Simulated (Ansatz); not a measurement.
# Cu2BrCl in Ansatz: the effect of Hubbard term

Crystal: Cu2BrCl.

```xyz
4
Lattice="1.8555 1.0713 6.0475 -1.8555 1.0713 6.0475 0.0000 -2.1426 6.0475" Properties=species:S:1:pos:R:3 pbc="T T T"
Br    0.0000    0.0000    0.0000
Cu    0.0000    0.0000   13.6360
Cu    0.0000    0.0000    4.5065
Cl    0.0000    0.0000    9.0713
```

The cell comes from a database or a generator and needn't be the stable form of this composition.

Alike in all runs:

| Quantity | Value |
| --- | --- |
| Program | Ansatz 0.2.0 |
| Task | projected density of states |
| Functional | PBE |
| Potentials or basis | Ansatz PAW |
| Cutoff | 420 eV |
| Density cutoff | 1680 eV |
| k mesh | 8 × 8 × 8 |
| Occupations | fermi-dirac, width 0.05 eV |
| Spin | no spin polarisation |
| Hubbard projectors | ortho-atomic (the default) |
| Double counting | fll (the default) |

Problem. One run gave: gap on the mesh 1.91 eV; pressure 3.1 GPa. Which Hubbard term did it use?
A. Cu d U = 1 eV
B. Cu d U = 8 eV
C. Cu d U = 5 eV
D. Cu d U = 2 eV
E. Cu d U = 4 eV

Solution. B.

```csv
Hubbard term,gap on the mesh (eV),pressure (GPa)
none,0.20,1.1
Cu d U = 1 eV,0.48,1.4
Cu d U = 2 eV,0.75,1.7
Cu d U = 3 eV,1.00,2.0
Cu d U = 4 eV,1.23,2.2
Cu d U = 5 eV,1.43,2.5
Cu d U = 6 eV,1.62,2.7
Cu d U = 8 eV,1.91,3.1
```

Caveats: the density of states is complete only up to the lowest level of the last band computed.

A k mesh can miss the band edges.

Not every run made on this cell is shown here.
